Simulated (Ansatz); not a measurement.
# BiSbS4: the cost of one run

Computed with Ansatz 0.2.0 (DFT PBE, scalar-relativistic, plane waves, PAW, unless a step's input says otherwise).

2 further runs of the same task are left out: 1 that didn't finish, 1 set aside as unsound or not needed.

### 1 The system as given

It takes space group P6/mmm (No. 191, hexagonal). Conventional cell: a = 4.202 Å, b = 4.202 Å, c = 8.323 Å, α = 90.00°, β = 90.00°, γ = 120.00°. Sb (site symmetry 6/mmm) has 12 S at 3.18 Å in its first shell of neighbours. Bi (site symmetry 6/mmm) has 12 S at 3.21 Å in its first shell of neighbours. S (site symmetry 3m) has 3 S at 2.43 Å and 3 Sb at 3.18 Å and 3 Bi at 3.21 Å in its first shell of neighbours.

Structure file:

```
CELL_PARAMETERS angstrom
4.20243 0.00000 0.00000
-2.10122 3.63941 0.00000
0.00000 0.00000 8.32283
ATOMIC_POSITIONS crystal
Sb 0.00000 0.00000 0.00000
Bi 0.00000 0.00000 0.50000
S 0.33333 0.66667 0.75316
S 0.33333 0.66667 0.24684
S 0.66667 0.33333 0.75316
S 0.66667 0.33333 0.24684
```

Recipe of the guess: species swapped into a database cell of VCrB4 (P6/mmm, No. 191), with Bi on the V sites, Sb on the Cr sites and S on the B sites. Lengths come from tabulated atomic sizes and are only a guess.

### 2 The guess as it stands, on a coarse mesh

Input file input.yaml:

```yaml
crystal:
  lattice:
    - [4.20243121, 0.0, 0.0]
    - [-2.10121561, 3.63941219, 0.0]
    - [0.0, 0.0, 8.32282501]
  atoms:
    - { symbol: Sb, position: [0.0, 0.0, 0.0] }
    - { symbol: Bi, position: [0.0, 0.0, 0.5] }
    - { symbol: S, position: [0.33333333, 0.66666667, 0.75315601] }
    - { symbol: S, position: [0.33333333, 0.66666667, 0.24684399] }
    - { symbol: S, position: [0.66666667, 0.33333333, 0.75315601] }
    - { symbol: S, position: [0.66666667, 0.33333333, 0.24684399] }
basis:
  ecutwfc: 420
kpoints:
  mp_grid: { grid: [6, 6, 2] }
hamiltonian:
  xc: pbe
scf:
  occupations: { method: gaussian, width: 0.1 }
  lower_state_search: "off"
output:
  forces: true
  stress: true
  eigenvalues: true
```

The run is started by

```bash
$ ansatz run input.yaml --threads 1 --pin off --max-ram 2560MiB --backend cpu --events-out ev --progress --plain --runs-dir out
```

Q: Estimate wall time and peak memory on 1 thread of Intel Xeon Platinum 8259CL at 2.50GHz (Skylake/Cascade Lake), shared host.

About 5.1 s, with a peak of 0.43 GiB.
